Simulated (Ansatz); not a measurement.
# C₂H₈InN: basis-set convergence

One table from this session's results is given with a row withheld; the runs are named, their logs left out.

Program: Ansatz 0.2.0, Gaussian basis. Level of theory: one geometry, several basis sets. These are calculated values, not measurements.

Levels to be run: PBE0-D4/def2-SVP; ωB97M-V/def2-SVP; PBE0-D4/def2-QZVPP; ωB97M-V/def2-QZVPP; the functionals' def2-TZVPP values are taken from earlier runs.

**The relaxed structure**

All runs share one geometry, relaxed beforehand with PBE0-D4 in a triple-zeta def2 set. In takes the def2 core potential; no spin-orbit term is included.

12 atoms, charge 0, spin multiplicity 1.

Atoms are counted from 1 here; the program's logs count them from 0.

Bond lengths: C1–In2 2.149 Å, C1–H5 1.091 Å, C1–H6 1.091 Å, C1–H7 1.090 Å, In2–C3 2.149 Å, In2–N4 2.021 Å, C3–H8 1.092 Å, C3–H9 1.090 Å, C3–H10 1.091 Å, N4–H11 1.007 Å, N4–H12 1.007 Å. Angles: In2–C1–H5 110.4°, In2–C1–H6 110.4°, In2–C1–H7 110.4°, H5–C1–H6 107.9°, H5–C1–H7 108.9°, H6–C1–H7 108.8°, C1–In2–C3 131.2°, C1–In2–N4 114.4°, C3–In2–N4 114.4°, In2–C3–H8 110.1°, In2–C3–H9 110.3°, In2–C3–H10 110.8°, H8–C3–H9 108.6°, H8–C3–H10 108.0°, H9–C3–H10 109.0°, In2–N4–H11 124.6°, In2–N4–H12 124.6°, H11–N4–H12 110.8°.

Geometry (Å):

```xyz
12
charge 0, multiplicity 1
C    -0.70403    1.76044   -0.94917
In   -0.03145   -0.05944   -0.02576
C     1.48701   -0.41869    1.45151
N    -0.99274   -1.72127   -0.65625
H     0.12374    2.25904   -1.45644
H    -1.09821    2.44543   -0.19632
H    -1.48774    1.54957   -1.67726
H     1.15957   -0.04471    2.42374
H     1.68548   -1.48742    1.53856
H     2.41329    0.09417    1.18807
H    -1.74448   -1.72660   -1.32550
H    -0.81044   -2.65053   -0.31518
```

The first run:

in.yaml reads:

```yaml
crystal:
  periodic: [false, false, false]
  atoms:
    - {symbol: C, position_ang: [-0.704033, 1.760444, -0.949170]}
    - {symbol: In, position_ang: [-0.031450, -0.059439, -0.025761]}
    - {symbol: C, position_ang: [1.487008, -0.418690, 1.451512]}
    - {symbol: N, position_ang: [-0.992737, -1.721265, -0.656250]}
    - {symbol: H, position_ang: [0.123739, 2.259036, -1.456439]}
    - {symbol: H, position_ang: [-1.098214, 2.445431, -0.196321]}
    - {symbol: H, position_ang: [-1.487741, 1.549569, -1.677260]}
    - {symbol: H, position_ang: [1.159572, -0.044714, 2.423737]}
    - {symbol: H, position_ang: [1.685484, -1.487425, 1.538565]}
    - {symbol: H, position_ang: [2.413291, 0.094175, 1.188068]}
    - {symbol: H, position_ang: [-1.744480, -1.726597, -1.325503]}
    - {symbol: H, position_ang: [-0.810439, -2.650525, -0.315179]}
basis:
  gaussian: {orbitals: def2-SVP}
hamiltonian: {xc: pbe0, dispersion: d4}
output: {orbitals: {seedname: orbitals}}
```

Launch:

```console
$ ansatz run in.yaml --threads 4 --pin off --events-out ev --progress --plain --max-ram 10444MiB
```

Among the steps run: PBE0-D4 in def2-SVP; ωB97M-V in def2-SVP; PBE0-D4 in def2-QZVPP; ωB97M-V in def2-QZVPP.

One table of the session follows, with a row left open; its other results are not shown here.

It belongs to the step «Functionals by basis». 

| functional | basis | HOMO (eV) | LUMO (eV) |
| --- | --- | --- | --- |
| PBE0-D4 | def2-SVP | -6.35 | -0.16 |
| PBE0-D4 | def2-TZVPP | ? | ? |
| PBE0-D4 | def2-QZVPP | -6.60 | -0.38 |
| ωB97M-V | def2-SVP | -8.73 | 1.40 |
| ωB97M-V | def2-TZVPP | -8.95 | 0.95 |
| ωB97M-V | def2-QZVPP | -9.00 | 0.77 |

Estimate the missing values for PBE0-D4, def2-TZVPP.

The run gave: HOMO (eV): -6.55; LUMO (eV): -0.33. In the column «HOMO (eV)» it lies between PBE0-D4, def2-QZVPP (-6.60) and PBE0-D4, def2-SVP (-6.35).
